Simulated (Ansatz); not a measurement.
**SiH2O3: functionals against CCSD(T) at one geometry**

An exercise on one series of results from a longer session: the logs are not shown, and one member is left open.

Program: Ansatz 0.2.0, Gaussian basis. Level of theory: single points in def2-TZVPP. These are calculated values, not measurements.

Correlated methods freeze the cores. B3LYP uses VWN-RPA correlation.

### The system as given

6 atoms, charge 0, spin multiplicity 1.

Atoms are counted from 1 here; the program's logs count them from 0.

Bond lengths: O1–Si2 1.497 Å, Si2–O3 1.635 Å, Si2–O4 1.599 Å, O3–H5 0.951 Å, O4–H6 0.964 Å. Angles: O1–Si2–O3 125.1°, O1–Si2–O4 129.7°, O3–Si2–O4 105.3°, Si2–O3–H5 120.4°, Si2–O4–H6 120.6°.

As a file:

```mol
H2O3Si
  3D, bonds by distance, orders not assigned

  6  5  0  0  0  0  0  0  0  0999 V2000
   -0.3195   -1.6450    1.0865 O   0  0
   -0.2308   -0.3809    0.2895 Si  0  0
    1.1261    0.1855   -0.4258 O   0  0
   -1.3647    0.6944   -0.0475 O   0  0
    1.9441   -0.2940   -0.3550 H   0  0
   -1.1670    1.4604   -0.5991 H   0  0
  1  2  8  0
  2  3  8  0
  2  4  8  0
  3  5  8  0
  4  6  8  0
M  END
```

Set-up of the first run:

The input, run/in.yaml:

```yaml
crystal:
  periodic: [false, false, false]
  atoms:
    - {symbol: O, position_ang: [-0.319500, -1.645000, 1.086500]}
    - {symbol: Si, position_ang: [-0.230800, -0.380900, 0.289500]}
    - {symbol: O, position_ang: [1.126100, 0.185500, -0.425800]}
    - {symbol: O, position_ang: [-1.364700, 0.694400, -0.047500]}
    - {symbol: H, position_ang: [1.944100, -0.294000, -0.355000]}
    - {symbol: H, position_ang: [-1.167000, 1.460400, -0.599100]}
basis:
  gaussian: {orbitals: def2-TZVPP}
correlation: {method: ccsd_t}
output: {forces: true}
```

The command line of these runs was not kept.

Steps of the session up to this table: CCSD(T)/def2-TZVPP; PBE0-D4/def2-TZVPP; wB97M-V/def2-TZVPP; r2SCAN-D4/def2-TZVPP; PBE-D4/def2-TZVPP; B3LYP-D4/def2-TZVPP; CAM-B3LYP-D4/def2-TZVPP.

One table of the session follows, with a row left open; its other results are not shown here.

| method | RMS force component (eV/Å) | angle to CCSD(T) forces (°) | dipole (D) |
| --- | --- | --- | --- |
| CCSD(T) | 0.563 | reference | 4.29 |
| PBE0-D4 | 0.469 | 12.3 | 4.36 |
| wB97M-V | 0.466 | 10.3 | 4.40 |
| r2SCAN-D4 | 0.520 | 6.6 | 4.31 |
| PBE-D4 | 0.706 | 20.8 | 4.19 |
| B3LYP-D4 | 0.482 | 7.8 | 4.34 |
| CAM-B3LYP-D4 | ? | ? | ? |

Q: Estimate the row for CAM-B3LYP-D4 from the others.

As computed: RMS force component (eV/Å): 0.430; angle to CCSD(T) forces (°): 22.9; dipole (D): 4.43. In the column «RMS force component (eV/Å)» it is the lowest.
